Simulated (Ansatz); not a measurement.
# ClH5OSi2: up Jacob's ladder to CCSD(T)

Aim: compute ClH5OSi2 with functionals from several rungs and with coupled cluster. The yardstick is the atomisation energy at the CCSD(T) limit.

Method: functionals in def2-TZVPP, the program's frozen cores in correlated methods; program: Ansatz 0.2.0, Gaussian basis.

Levels to be run: LDA (SPW92), PBE-D4, revPBE-D4, BLYP-D4, r2SCAN-D4, B97M-V, PBE0-D4, B3LYP-D4, r2SCANh-D4, r2SCAN0-D4, HSE06-D4, BHLYP-D4, CAM-B3LYP-D4, LC-ωPBE, ωB97X-V, ωB97M-V, B2PLYP, PBE-QIDH; CCSD(T)/def2-SVP; CCSD(T)/def2-TZVPP; MP2/def2-QZVPP; extrapolation to the limit; RPA on PBE.

## 1. The relaxed structure

The geometry comes from an earlier relaxation with PBE0-D4 in a triple-zeta def2 set; it is a stationary point, not always the lowest conformer.

SMILES `O[SiH]([SiH3])Cl`, 9 atoms, charge 0, spin multiplicity 1.

Atoms are counted from 1 here; the program's logs count them from 0.

Bond lengths: O1–Si2 1.639 Å, O1–H5 0.959 Å, Si2–Si3 2.335 Å, Si2–Cl4 2.068 Å, Si2–H6 1.486 Å, Si3–H7 1.487 Å, Si3–H8 1.485 Å, Si3–H9 1.487 Å. Angles: Si2–O1–H5 118.4°, O1–Si2–Si3 107.4°, O1–Si2–Cl4 110.6°, O1–Si2–H6 111.0°, Si3–Si2–Cl4 108.6°, Si3–Si2–H6 114.5°, Cl4–Si2–H6 104.7°, Si2–Si3–H7 110.4°, Si2–Si3–H8 109.5°, Si2–Si3–H9 108.6°, H7–Si3–H8 109.7°, H7–Si3–H9 109.1°, H8–Si3–H9 109.5°.

## 2. LDA

This LDA is Slater exchange with PW92 correlation.

in.yaml reads:

```yaml
crystal:
  periodic: [false, false, false]
  atoms:
    - {symbol: O, position_ang: [0.516926, 0.942062, -1.606350]}
    - {symbol: Si, position_ang: [-0.265634, 0.799784, -0.173182]}
    - {symbol: Si, position_ang: [0.351899, -1.250228, 0.759305]}
    - {symbol: Cl, position_ang: [-2.313364, 0.805769, -0.459027]}
    - {symbol: H, position_ang: [0.374027, 1.735029, -2.126848]}
    - {symbol: H, position_ang: [-0.002934, 1.975785, 0.697069]}
    - {symbol: H, position_ang: [1.819895, -1.291757, 0.992457]}
    - {symbol: H, position_ang: [-0.039653, -2.350404, -0.158748]}
    - {symbol: H, position_ang: [-0.352662, -1.412341, 2.058223]}
basis:
  gaussian: {orbitals: def2-TZVPP}
hamiltonian: {xc: lda}
output: {orbitals: {seedname: orbitals}}
```

The runs that follow: PBE-D4 (GGA); revPBE-D4 (GGA); BLYP-D4 (GGA); r2SCAN-D4 (meta-GGA); B97M-V (meta-GGA); PBE0-D4 (hybrid); B3LYP-D4 (hybrid); r2SCANh-D4 (hybrid); r2SCAN0-D4 (hybrid); HSE06-D4 (hybrid); BHLYP-D4 (hybrid); CAM-B3LYP-D4 (range-separated); LC-ωPBE-D4 (range-separated); ωB97X-V (range-separated); ωB97M-V (range-separated); B2PLYP (double hybrid); PBE-QIDH (double hybrid); CCSD(T) in def2-SVP; CCSD(T) in def2-TZVPP; MP2 in def2-QZVPP; RPA on PBE orbitals.

Before running them: what should the planned runs give, taken together? Wanted: atomisation energy, CCSD(T)/CBS; farthest beyond LDA; mean size of error, GGA; mean size of error, meta-GGA; mean size of error, hybrid; mean size of error, range-separated; mean size of error, double hybrid; gap, smallest and largest; T1 diagnostic.

The runs gave:

| quantity | value |
| --- | --- |
| atomisation energy, CCSD(T)/CBS | 2902.3 kJ/mol |
| functionals within 14.5 kJ/mol (0.5 %) | r2SCAN-D4, B97M-V, ωB97X-V, ωB97M-V |
| farthest beyond LDA | BHLYP-D4 (-82.7 kJ/mol) |
| mean size of error, GGA | 50.7 kJ/mol |
| mean size of error, meta-GGA | 6.9 kJ/mol |
| mean size of error, hybrid | 47.6 kJ/mol |
| mean size of error, range-separated | 21.3 kJ/mol |
| mean size of error, double hybrid | 56.1 kJ/mol |
| gap, smallest and largest | 5.60 eV (LDA (SPW92)), 12.58 eV (LC-ωPBE) |
| T1 diagnostic | 0.0115 |
| triples share of the correlation energy | 3.6 % |

**Reading.** LDA overbinds by 332.4 kJ/mol (11 %). PBE-D4 is off by -22.7 kJ/mol. Double hybrids carry the basis error of their MP2 part in triple zeta, and no dispersion term here, so their miss is partly the set-up's. Taken by rung, meta-GGA functionals do best (6.9 kJ/mol on average) and double hybrid ones worst beyond LDA (56.1 kJ/mol). The reference freezes the cores and leaves out relativity and excitations past (T), so misses under about 14.5 kJ/mol can't be ranked. Hartree-Fock recovers 74 % of the binding; the rest is correlation. CCSD(T) in def2-SVP is off by -251.4 kJ/mol, worse than the median functional, from the basis alone. The gap grows from 5.6 to 12.6 eV across the functionals, mostly with the share of exact exchange.
